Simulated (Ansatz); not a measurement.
# ScIr3C: the cost of one run

Program: the Python package of Ansatz 0.2.0. Level of theory: DFT PBE, plane waves, PAW. These are calculated values, not measurements.

### 1 Starting point

It takes space group Pm-3m (No. 221, cubic). The conventional cell has a = 4.685 Å, b = 4.685 Å, c = 4.685 Å, α = 90.00°, β = 90.00°, γ = 90.00°. Around Sc (site symmetry m-3m) lie 6 Ir at 2.34 Å. Around Ir (site symmetry 4/mmm) lie 2 Sc at 2.34 Å and 8 Ir at 3.31 Å and 4 C at 3.31 Å. Around C (site symmetry m-3m) lie 12 Ir at 3.31 Å.

No structure file is read: the coordinates are typed or built in the script.

### 2 Script

Contents of scir3c.py:

```python
"""Bulk modulus of ScIr3C from an E(V) curve."""

import ansatz as az
import numpy as np

VECTORS = np.array([
    [4.685136, 0.0, 0.0],
    [0.0, 4.685136, 0.0],
    [0.0, 0.0, 4.685136],
])
SITES = [
    ("Sc", [0.0, 0.0, 0.0]),
    ("Ir", [0.5, 0.0, 0.0]),
    ("Ir", [0.0, 0.5, 0.0]),
    ("Ir", [0.0, 0.0, 0.5]),
    ("C", [0.5, 0.5, 0.5]),
]


def crystal_on(cell):
    crystal = az.Crystal(lattice=az.Lattice.of(cell))
    for symbol, position in SITES:
        crystal = crystal.atom(symbol, position)
    return crystal


def main() -> None:
    # uniform scaling of the cell
    volumes, energies, pressures = [], [], []
    for scale in np.linspace(0.92, 1.08, 7):
        cell = VECTORS * scale ** (1 / 3)
        setup = (
            crystal_on(cell).calculation()
            .functional("PBE")
            .occupations("methfessel_paxton", width=0.05)
            .basis(500)
            .kpoints(5, 5, 5)
            .stress()
        )
        summary = setup.run().report
        volumes.append(abs(np.linalg.det(cell)) / len(SITES))
        energies.append(summary["free_energy_ev"] / len(SITES))
        pressures.append(np.trace(summary["stress_gpa"]) / 3)
        print(f"V = {volumes[-1]:8.4f} A^3/atom  F = {energies[-1]:.5f} eV/atom  P = {pressures[-1]:8.3f} GPa")

    # third-order Birch-Murnaghan: a cubic in V^(-2/3)
    x = np.array(volumes) ** (-2 / 3)
    poly = np.polynomial.Polynomial.fit(x, energies, 3).convert()
    roots = poly.deriv().roots()
    x0 = min((r.real for r in roots if abs(r.imag) < 1e-9 and poly.deriv(2)(r.real) > 0), key=lambda r: abs(r - x.mean()))
    v0 = x0 ** -1.5
    b0 = 4 / 9 * poly.deriv(2)(x0) * v0 ** (-7 / 3) * 160.21766
    b1 = 4 + 2 / 3 * x0 * poly.deriv(3)(x0) / poly.deriv(2)(x0)
    print(f"V0 = {v0:.4f} A^3/atom, B0 = {b0:.1f} GPa, dB/dP = {b1:.2f}")


if __name__ == "__main__":
    main()
```

### 3 The run

Run with:

```
$ python scir3c.py
```

What time and memory should one allow on 1 thread of Arm Neoverse V1, shared host?

About 21 s, with a peak of 0.46 GiB.
